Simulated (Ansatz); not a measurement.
# C₃H₄OTe: small, medium and large basis sets

One table from this session's results is given with a row withheld; the runs are named, their logs left out.

Program: Ansatz 0.2.0, Gaussian basis. Level of theory: one geometry, several basis sets. These are calculated values, not measurements.

Plan: PBE0-D4/def2-SVP; ωB97M-V/def2-SVP; PBE0-D4/def2-QZVPP; ωB97M-V/def2-QZVPP; the functionals' def2-TZVPP values are taken from earlier runs.

## The geometry

The geometry comes from an earlier relaxation with PBE0-D4 in a triple-zeta def2 set; it is a stationary point, not always the lowest conformer. Te takes the def2 core potential; no spin-orbit term is included.

SMILES `[TeH]C1=CCO1`, 9 atoms, charge 0, spin multiplicity 1.

Atoms are counted from 1 here; the program's logs count them from 0.

Bond lengths: Te1–C2 2.081 Å, Te1–H6 1.659 Å, C2–C3 1.337 Å, C2–O5 1.382 Å, C3–C4 1.499 Å, C3–H7 1.075 Å, C4–O5 1.462 Å, C4–H8 1.092 Å, C4–H9 1.092 Å. Angles: C2–Te1–H6 92.7°, Te1–C2–C3 137.4°, Te1–C2–O5 123.5°, C3–C2–O5 98.9°, C2–C3–C4 86.4°, C2–C3–H7 136.9°, C4–C3–H7 136.7°, C3–C4–O5 88.5°, C3–C4–H8 117.2°, C3–C4–H9 117.1°, O5–C4–H8 109.6°, O5–C4–H9 110.8°, H8–C4–H9 111.2°, C2–O5–C4 86.3°.

Set-up of the first run:

File in.yaml:

```yaml
crystal:
  periodic: [false, false, false]
  atoms:
    - {symbol: Te, position_ang: [-0.677758, 1.759336, -1.923328]}
    - {symbol: C, position_ang: [-0.129022, 0.351616, -0.491930]}
    - {symbol: C, position_ang: [0.986213, -0.276831, -0.105139]}
    - {symbol: C, position_ang: [0.108612, -1.062335, 0.822805]}
    - {symbol: O, position_ang: [-1.035222, -0.304112, 0.319200]}
    - {symbol: H, position_ang: [-1.412842, 2.733069, -0.798831]}
    - {symbol: H, position_ang: [2.035389, -0.228328, -0.336359]}
    - {symbol: H, position_ang: [-0.028812, -2.123009, 0.602724]}
    - {symbol: H, position_ang: [0.242042, -0.895705, 1.893656]}
basis:
  gaussian: {orbitals: def2-SVP}
hamiltonian: {xc: pbe0, dispersion: d4}
output: {orbitals: {seedname: orbitals}}
```

Started as:

```bash
ansatz run in.yaml --threads 4 --pin off --events-out ev --progress --plain --max-ram 10444MiB
```

Among the steps run: PBE0-D4 in def2-SVP; ωB97M-V in def2-SVP; PBE0-D4 in def2-QZVPP; ωB97M-V in def2-QZVPP.

One table of the session follows, with a row left open; its other results are not shown here.

It belongs to the step «Density functionals: the series». 

| functional | basis | HOMO (eV) |
| --- | --- | --- |
| PBE0-D4 | def2-SVP | -6.24 |
| PBE0-D4 | def2-TZVPP | -6.34 |
| PBE0-D4 | def2-QZVPP | -6.36 |
| ωB97M-V | def2-SVP | ? |
| ωB97M-V | def2-TZVPP | -8.45 |
| ωB97M-V | def2-QZVPP | -8.47 |

Q: Estimate the row for ωB97M-V, def2-SVP from the others.

**Answer.** HOMO (eV): -8.33. In the column «HOMO (eV)» it lies between ωB97M-V, def2-TZVPP (-8.45) and PBE0-D4, def2-QZVPP (-6.36).
